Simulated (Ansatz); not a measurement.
# AlCl₃H₄OSi: up Jacob's ladder to CCSD(T)

One table from this session's results is given with a row withheld; the runs are named, their logs left out.

The runs use Ansatz 0.2.0, Gaussian basis; functionals in def2-TZVPP, the program's frozen cores in correlated methods.

Levels to be run: LDA (SPW92), PBE-D4, revPBE-D4, BLYP-D4, r2SCAN-D4, B97M-V, PBE0-D4, B3LYP-D4, r2SCANh-D4, r2SCAN0-D4, HSE06-D4, BHLYP-D4, CAM-B3LYP-D4, LC-ωPBE, ωB97X-V, ωB97M-V, B2PLYP, PBE-QIDH; CCSD(T)/def2-SVP; CCSD(T)/def2-TZVPP; MP2/def2-QZVPP; extrapolation to the limit; RPA on PBE.

2 further runs of the same task are left out: 2 that didn't finish.

## The geometry

The geometry comes from an earlier relaxation with PBE0-D4 in a triple-zeta def2 set; it is a stationary point, not always the lowest conformer.

SMILES `[SiH3][OH+][Al-]([Cl])([Cl])[Cl]`, 10 atoms, charge 0, spin multiplicity 1.

Atoms are counted from 1 here; the program's logs count them from 0.

Bond lengths: Si1–O2 1.716 Å, Si1–H7 1.480 Å, Si1–H8 1.475 Å, Si1–H9 1.471 Å, O2–Al3 1.913 Å, O2–H10 0.965 Å, Al3–Cl4 2.112 Å, Al3–Cl5 2.111 Å, Al3–Cl6 2.099 Å. Angles: O2–Si1–H7 104.5°, O2–Si1–H8 109.0°, O2–Si1–H9 104.8°, H7–Si1–H8 111.2°, H7–Si1–H9 113.0°, H8–Si1–H9 113.7°, Si1–O2–Al3 127.3°, Si1–O2–H10 118.5°, Al3–O2–H10 111.3°, O2–Al3–Cl4 99.4°, O2–Al3–Cl5 97.7°, O2–Al3–Cl6 104.7°, Cl4–Al3–Cl5 117.9°, Cl4–Al3–Cl6 115.2°, Cl5–Al3–Cl6 117.0°.

Set-up of the first run:

File in.yaml:

```yaml
crystal:
  periodic: [false, false, false]
  atoms:
    - {symbol: Si, position_ang: [0.389210, -1.328996, 0.832079]}
    - {symbol: O, position_ang: [0.651098, 0.141552, -0.012453]}
    - {symbol: Al, position_ang: [-0.674234, 1.298417, -0.763572]}
    - {symbol: Cl, position_ang: [-2.153236, -0.133353, -1.236692]}
    - {symbol: Cl, position_ang: [0.490988, 2.075101, -2.343899]}
    - {symbol: Cl, position_ang: [-1.172236, 2.619518, 0.789668]}
    - {symbol: H, position_ang: [1.644408, -1.553057, 1.583492]}
    - {symbol: H, position_ang: [0.152589, -2.408196, -0.145491]}
    - {symbol: H, position_ang: [-0.763341, -1.059893, 1.706313]}
    - {symbol: H, position_ang: [1.517754, 0.297805, -0.406545]}
basis:
  gaussian: {orbitals: def2-TZVPP}
hamiltonian: {xc: lda}
output: {orbitals: {seedname: orbitals}}
```

Launch:

```console
ansatz run in.yaml --threads 2 --pin off --events-out ev --progress --plain --max-ram 32768MiB --backend cpu
```

Among the steps run: LDA; PBE-D4 (GGA); revPBE-D4 (GGA); BLYP-D4 (GGA); r2SCAN-D4 (meta-GGA); B97M-V (meta-GGA); PBE0-D4 (hybrid); B3LYP-D4 (hybrid); r2SCANh-D4 (hybrid); r2SCAN0-D4 (hybrid); HSE06-D4 (hybrid); BHLYP-D4 (hybrid); CAM-B3LYP-D4 (range-separated); LC-ωPBE (range-separated); ωB97X-V (range-separated); ωB97M-V (range-separated); B2PLYP (double hybrid); PBE-QIDH (double hybrid).

One table of the session follows, with a row left open; its other results are not shown here.

It belongs to the step «Orbital energies across the functionals». 

| functional | HOMO (eV) | gap (eV) |
| --- | --- | --- |
| LDA (SPW92) | -7.33 | 4.86 |
| PBE-D4 | -7.18 | 4.97 |
| revPBE-D4 | -7.12 | 5.03 |
| BLYP-D4 | -6.99 | 4.89 |
| r2SCAN-D4 | -7.55 | 5.74 |
| B97M-V | -7.64 | 5.57 |
| PBE0-D4 | -8.58 | 7.23 |
| B3LYP-D4 | -8.28 | 6.69 |
| r2SCANh-D4 | -8.06 | 6.54 |
| r2SCAN0-D4 | -8.83 | 7.73 |
| HSE06-D4 | -8.18 | 6.46 |
| BHLYP-D4 | -9.81 | 9.31 |
| CAM-B3LYP-D4 | ? | ? |
| LC-ωPBE | -11.39 | 12.23 |
| ωB97X-V | -11.00 | 11.67 |
| ωB97M-V | -10.83 | 11.17 |

Estimate the missing values for CAM-B3LYP-D4.

As computed: HOMO (eV): -9.93; gap (eV): 9.54. In the column «HOMO (eV)» it lies between ωB97M-V (-10.83) and BHLYP-D4 (-9.81).
